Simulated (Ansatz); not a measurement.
Write a Python script for Ansatz's Python interface that makes a ladder of methods at one geometry of ClH4ISiSn, SMILES [SiH3][SnH]([Cl])[I]. Use (for the species named): MP2, def2-SVP basis, multiplicity 1. The script varies method: mp2, ccsd, ccsd_t.

```json
{"atom": "Si", "x (Å)": "-0.5504", "y (Å)": "1.0517", "z (Å)": "0.5440"}
{"atom": "Sn", "x (Å)": "0.6061", "y (Å)": "-0.8270", "z (Å)": "-0.5497"}
{"atom": "Cl", "x (Å)": "2.1737", "y (Å)": "-1.6847", "z (Å)": "0.9383"}
{"atom": "I", "x (Å)": "-1.1143", "y (Å)": "-2.7664", "z (Å)": "-1.1927"}
{"atom": "H", "x (Å)": "-1.5957", "y (Å)": "1.6268", "z (Å)": "-0.4213"}
{"atom": "H", "x (Å)": "-1.2719", "y (Å)": "0.6403", "z (Å)": "1.7500"}
{"atom": "H", "x (Å)": "0.3942", "y (Å)": "2.1512", "z (Å)": "0.8837"}
{"atom": "H", "x (Å)": "1.4506", "y (Å)": "-0.2489", "z (Å)": "-2.0080"}
```

`methods.py`
```python
"""One geometry of ClH4ISiSn, method by method."""

import ansatz as az
from ase import Atoms

atoms = Atoms(["Si", "Sn", "Cl", "I", "H", "H", "H", "H"], positions=[
    (-0.5504, 1.0517, 0.544),
    (0.6061, -0.827, -0.5497),
    (2.1737, -1.6847, 0.9383),
    (-1.1143, -2.7664, -1.1927),
    (-1.5957, 1.6268, -0.4213),
    (-1.2719, 0.6403, 1.75),
    (0.3942, 2.1512, 0.8837),
    (1.4506, -0.2489, -2.008),
])
system = az.Crystal.molecule_from_ase(atoms)

job = system.calculation().basis(gaussian="def2-SVP")

methods = ["mp2", "ccsd", "ccsd_t"]
reports = [job.correlation(m).run().report for m in methods]
print(f"Hartree-Fock reference {reports[0]['reference_energy_ev'] / 27.211386246:.6f} Ha")
best = reports[-1]["free_energy_ev"] - reports[-1]["reference_energy_ev"]
for method, each in zip(methods, reports):
    gained = each["free_energy_ev"] - each["reference_energy_ev"]
    print(f"{method:8s} total {each['free_energy_ev'] / 27.211386246:.6f} Ha  correlation {gained:9.4f} eV  ({100 * gained / best:.1f} % of the last)")
```

```console
$ python methods.py
Hartree-Fock reference -1260.606913 Ha
mp2      total -1261.064961 Ha  correlation  -12.4641 eV  (87.4 % of the last)
ccsd     total -1261.118229 Ha  correlation  -13.9136 eV  (97.5 % of the last)
ccsd_t   total -1261.131213 Ha  correlation  -14.2669 eV  (100.0 % of the last)
```

What to keep in mind:
- Total energies depend on the basis set; only differences at equal settings carry meaning.
- The geometry is a force-field or estimated start, not a minimum of this method, and the basis set is short of its limit. A lower total doesn't mark the better method: functionals have no common bound, and MP2 and coupled cluster aren't variational.
- def2 sets replace the cores of elements past krypton by effective core potentials.
- Inner cores stay frozen; a filled d shell under the valence of the heavier atoms is correlated with it.
- Finished in 51 s on 1 thread of Arm Neoverse V2, with other jobs on the host, peak memory 0.61 GiB.

(Lines on the test bed's own set-up are left out of the output.)
